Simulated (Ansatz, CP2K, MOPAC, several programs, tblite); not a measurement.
# CdSb2C from cheap methods to r2SCAN

How much accuracy does each second buy? CdSb2C is computed with 7 methods of unlike cost, up to r2SCAN.

Program: MOPAC, tblite, CP2K, Ansatz (versions at each run). Level of theory: no spin polarisation, static lattice; gaps from single points on the cell relaxed beforehand with r²SCAN. These are calculated values, not measurements.

**1. The structure to begin with**

Symmetry: I-42d, No. 122, tetragonal system. The conventional cell has a = 6.089 Å, b = 6.089 Å, c = 10.245 Å, α = 90.00°, β = 90.00°, γ = 90.00°. Cd (site symmetry -4) has 4 Sb at 2.81 Å in its first shell of neighbours. Sb (site symmetry 2) is surrounded by 2 C at 2.25 Å. C (site symmetry -4) has 4 Sb at 2.25 Å in its first shell of neighbours.

Structure file:

```cif
data_structure
_symmetry_space_group_name_H-M 'I-42d'
_symmetry_Int_Tables_number 122
_cell_length_a 6.0888
_cell_length_b 6.0888
_cell_length_c 10.2445
_cell_angle_alpha 90.000
_cell_angle_beta 90.000
_cell_angle_gamma 90.000
_cell_volume 379.80
loop_
_atom_site_label
_atom_site_type_symbol
_atom_site_symmetry_multiplicity
_atom_site_Wyckoff_symbol
_atom_site_fract_x
_atom_site_fract_y
_atom_site_fract_z
_atom_site_occupancy
Cd1 Cd 4 a 0.00000 0.00000 0.00000 1
Sb1 Sb 8 d 0.32632 0.25000 0.12500 1
C1 C 4 b 0.50000 0.50000 0.00000 1
```

The structure type (II-IV-V2 ordering on zincblende lattice) is imposed and need not be the compound's stable one.

**Question.** The methods are PM7, GFN1-xTB (tblite), PBE/DZVP, PBE/SZV, coarse PBE, PBE, r2SCAN. What gap does r2SCAN give on this cell, and which other methods (full PBE left aside) come nearest to r2SCAN and farthest in gap, volume and bulk modulus?

| quantity | value |
| --- | --- |
| r2SCAN | gap 0.04 eV, 23.74 Å³/atom, B₀ 68 GPa |
| gap: nearest and farthest of the other methods | PBE/DZVP, coarse PBE (about 0.01 eV off); PBE/SZV (+0.30 eV) |
| volume: nearest and farthest of the other methods | GFN1-xTB (tblite) (-3.8 %), PBE/SZV (+4.7 %) |
| bulk modulus: nearest and farthest of the other methods | GFN1-xTB (tblite), PBE/SZV (about 3 % off); PBE/DZVP (-12 %) |

In words: For the gap (full PBE left aside), PBE/DZVP, coarse PBE tie for nearest to r2SCAN; PBE/SZV is farthest. Among the 3 methods compared for the volume (full PBE left aside), GFN1-xTB (tblite) is nearest to r2SCAN and PBE/SZV farthest. For the bulk modulus (full PBE left aside), GFN1-xTB (tblite), PBE/SZV tie for nearest to r2SCAN; PBE/DZVP is farthest. A minimal basis or a coarse cutoff and mesh shifts results by its own error, so closeness to r2SCAN can be chance. Cluster runs see only the k-points that fold onto the zone centre, so their gaps can miss the band edges. PM7 ended in an unphysical state and is left out of the comparison. No volume is given for coarse PBE, which can hide a larger miss. CPU times run from 6.5 s (GFN1-xTB (tblite)) to 2.5 min (r2SCAN). r2SCAN is a yardstick, not the truth. Spin-orbit coupling is left out throughout, and with elements this heavy it can close so small a gap.
